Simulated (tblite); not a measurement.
# Ge22H12: the cost of one run

Programs: tblite 0.8.0 and PySCF 2.14.0, with routines of our own; each step states its level. All values are computed. Atoms count from 0.

## 1. The system as given

34 atoms, charge 0, multiplicity 1; geometry from: force field, distance geometry or constructed start.

## 2. Relaxing the molecule with GFN1-xTB

The job: settings as JSON, then the geometry in Å.

```
{"job": {"kind": "relax", "xc": "GFN1-xTB", "basis": "xTB"}, "charge": 0, "multiplicity": 1}
Ge    -1.000800     2.901300    -0.341600
Ge    -3.020200     4.067000     0.333100
Ge    -5.023200     2.900800    -0.339000
Ge    -5.029100     0.585000     0.333800
Ge    -3.018000    -0.581800    -0.336600
Ge    -1.009000     0.580100     0.337400
Ge     7.039800     2.904800    -0.343300
Ge     5.031800     4.067100     0.341500
Ge     3.019700     2.901000    -0.340400
Ge     3.014200     0.579800     0.341600
Ge     5.026300    -0.581800    -0.342100
Ge     7.037200     0.578600     0.340000
Ge    -7.043100    -0.579900    -0.335000
Ge    -7.037500    -2.903700     0.337300
Ge    -5.030600    -4.059300    -0.339800
Ge    -3.018900    -2.902500     0.346300
Ge     1.006100     4.066300     0.340900
Ge     1.004600    -0.584000    -0.341000
Ge     1.005100    -2.901300     0.342500
Ge     3.019800    -4.063500    -0.337300
Ge     5.026100    -2.899300     0.341500
Ge    -1.006600    -4.062900    -0.340200
H     -3.013600     5.537300    -0.083300
H     -6.304200     3.633000     0.088400
H      8.311800     3.639900     0.090800
H      5.022300     5.531800    -0.087400
H      8.312000    -0.151300    -0.090600
H     -8.311900     0.154200     0.091100
H     -8.310700    -3.636900    -0.091900
H     -5.027300    -5.532300     0.093300
H      1.009300     5.533300    -0.091000
H      3.015100    -5.531400     0.090100
H      6.299000    -3.637200    -0.091800
H     -1.003600    -5.534000     0.093600
```

The run is started by

```console
$ OMP_NUM_THREADS=2 python large_run.py task.json out
```

One launch serves the whole session: the jobs run in the order shown.

Q: Estimate the wall time and peak memory of this first job on 2 threads of Intel Xeon Platinum 8175M at 2.50GHz, shared host.

About 15 s, with a peak of 0.17 GiB.
